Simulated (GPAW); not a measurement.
Runs of GPAW 26.7.0 on AlSn. The structure is hexagonal, space group P-6m2 (No. 187). The conventional cell has a = 4.198 Å, b = 4.198 Å, c = 3.307 Å, α = 90.00°, β = 90.00°, γ = 120.00°. Sn (site symmetry -6m2) is surrounded by 6 Al at 2.93 Å and 2 Sn at 3.31 Å. Al (site symmetry -6m2) is surrounded by 6 Sn at 2.93 Å and 2 Al at 3.31 Å. The cell comes from a database or a generator and needn't be the stable form of this composition.

| task | level | potentials or basis | smearing | smearing order | gap on the mesh (eV) | pressure (GPa) |
| --- | --- | --- | --- | --- | --- | --- |
| single point | RPBE | the program's PAW data sets (release 1.2.1) made for this functional, pw | gaussian 0.02 eV | - | none | (a) |
| single point | PBEsol | PAW data sets generated in the run's folder for this functional, pw | gaussian 0.02 eV | - | none | -1.9 |
| single point | LDA | the program's PAW data sets (release 1.2.1) made for this functional, pw | gaussian 0.02 eV | - | none | -3.1 |
| single point | PBE | GPAW PAW data sets (gpaw-data 1.2.1), pw | fermi-dirac 0.05 eV | - | none | 0.1 |

Alike in all rows: no spin polarisation; cell as given; k mesh 7 × 7 × 8; cutoff (eV) 600.

Problem. Fill in the values left out.

Solution. (a) 1.4.

A k mesh can miss the band edges, and the runs leave out spin-orbit coupling on Sn.

A gap of «none» marks a metal or a gap under the smearing width.

Not every run made on this cell is shown here.
